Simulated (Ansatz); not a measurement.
**CH3F2NbS: one species, many methods**

One table from this session's results is given with a row withheld; the runs are named, their logs left out.

Method: functionals in def2-TZVPP, the program's frozen cores in correlated methods; program: Ansatz 0.2.0, Gaussian basis.

Plan: LDA (SPW92), PBE-D4, revPBE-D4, BLYP-D4, r2SCAN-D4, B97M-V, PBE0-D4, B3LYP-D4, r2SCANh-D4, r2SCAN0-D4, HSE06-D4, BHLYP-D4, CAM-B3LYP-D4, LC-ωPBE, ωB97X-V, ωB97M-V, B2PLYP, PBE-QIDH; CCSD(T)/def2-SVP; CCSD(T)/def2-TZVPP; MP2/def2-QZVPP; extrapolation to the limit; RPA on PBE.

### The relaxed structure

The geometry comes from an earlier relaxation with PBE0-D4 in a triple-zeta def2 set; it is a stationary point, not always the lowest conformer. Nb takes the def2 core potential; no spin-orbit term is included.

SMILES `[CH3][Nb]([F])([F])=[S]`, 8 atoms, charge 0, spin multiplicity 1.

Atoms are counted from 1 here; the program's logs count them from 0.

Bond lengths: C1–Nb2 2.122 Å, C1–H6 1.097 Å, C1–H7 1.093 Å, C1–H8 1.094 Å, Nb2–F3 1.855 Å, Nb2–F4 1.855 Å, Nb2–S5 2.130 Å. Angles: Nb2–C1–H6 108.2°, Nb2–C1–H7 110.8°, Nb2–C1–H8 110.7°, H6–C1–H7 109.4°, H6–C1–H8 109.4°, H7–C1–H8 108.3°, C1–Nb2–F3 107.3°, C1–Nb2–F4 107.3°, C1–Nb2–S5 103.6°, F3–Nb2–F4 116.6°, F3–Nb2–S5 110.6°, F4–Nb2–S5 110.6°.

Geometry (Å):

| atom | x (Å) | y (Å) | z (Å) |
| --- | --- | --- | --- |
| C1 | -0.95948 | -0.07589 | 0.55251 |
| Nb2 | 0.86280 | -0.04474 | -0.53364 |
| F3 | 1.99453 | -1.28555 | 0.25340 |
| F4 | 0.44364 | -0.31947 | -2.31934 |
| S5 | 1.59283 | 1.93367 | -0.23075 |
| H6 | -1.40257 | -1.07422 | 0.45030 |
| H7 | -0.78455 | 0.13740 | 1.61054 |
| H8 | -1.65501 | 0.67170 | 0.16119 |

Set-up of the first run:

Contents of in.yaml:

```yaml
crystal:
  periodic: [false, false, false]
  atoms:
    - {symbol: C, position_ang: [-0.959479, -0.075887, 0.552514]}
    - {symbol: Nb, position_ang: [0.862801, -0.044743, -0.533643]}
    - {symbol: F, position_ang: [1.994533, -1.285554, 0.253396]}
    - {symbol: F, position_ang: [0.443639, -0.319467, -2.319340]}
    - {symbol: S, position_ang: [1.592834, 1.933668, -0.230749]}
    - {symbol: H, position_ang: [-1.402575, -1.074220, 0.450299]}
    - {symbol: H, position_ang: [-0.784546, 0.137402, 1.610538]}
    - {symbol: H, position_ang: [-1.655007, 0.671700, 0.161186]}
basis:
  gaussian: {orbitals: def2-TZVPP}
hamiltonian: {xc: lda}
output: {orbitals: {seedname: orbitals}}
```

Started as:

```
> ansatz run in.yaml --threads 4 --pin off --events-out ev --progress --plain --max-ram 10444MiB
```

Steps of the session up to this table: LDA; PBE-D4 (GGA); revPBE-D4 (GGA); BLYP-D4 (GGA); r2SCAN-D4 (meta-GGA); B97M-V (meta-GGA); B3LYP-D4 (hybrid); r2SCANh-D4 (hybrid); r2SCAN0-D4 (hybrid); HSE06-D4 (hybrid); BHLYP-D4 (hybrid); CAM-B3LYP-D4 (range-separated); LC-ωPBE (range-separated); ωB97X-V (range-separated); ωB97M-V (range-separated); B2PLYP (double hybrid); PBE-QIDH (double hybrid).

One of the session's tables, all rows but one given; the rest of the session is left out.

It belongs to the step «Frontier levels by functional». 

| functional | HOMO (eV) | LUMO (eV) | gap (eV) |
| --- | --- | --- | --- |
| LDA (SPW92) | -7.07 | -3.57 | 3.49 |
| PBE-D4 | ? | ? | ? |
| revPBE-D4 | -6.81 | -3.24 | 3.57 |
| BLYP-D4 | -6.71 | -3.22 | 3.49 |
| r2SCAN-D4 | -7.16 | -3.24 | 3.92 |
| B97M-V | -7.18 | -3.19 | 3.99 |
| PBE0-D4 | -8.09 | -2.50 | 5.59 |
| B3LYP-D4 | -7.84 | -2.72 | 5.12 |
| r2SCANh-D4 | -7.61 | -2.92 | 4.68 |
| r2SCAN0-D4 | -8.27 | -2.44 | 5.84 |
| HSE06-D4 | -7.69 | -2.88 | 4.81 |
| BHLYP-D4 | -9.11 | -1.56 | 7.55 |
| CAM-B3LYP-D4 | -9.35 | -1.40 | 7.95 |
| LC-ωPBE | -10.67 | -0.30 | 10.37 |
| ωB97X-V | -10.33 | -0.35 | 9.98 |
| ωB97M-V | -10.20 | -0.39 | 9.81 |

Estimate the missing values for PBE-D4.

**Answer.** HOMO (eV): -6.88; LUMO (eV): -3.33; gap (eV): 3.55. In the column «HOMO (eV)» it lies between LDA (SPW92) (-7.07) and revPBE-D4 (-6.81).
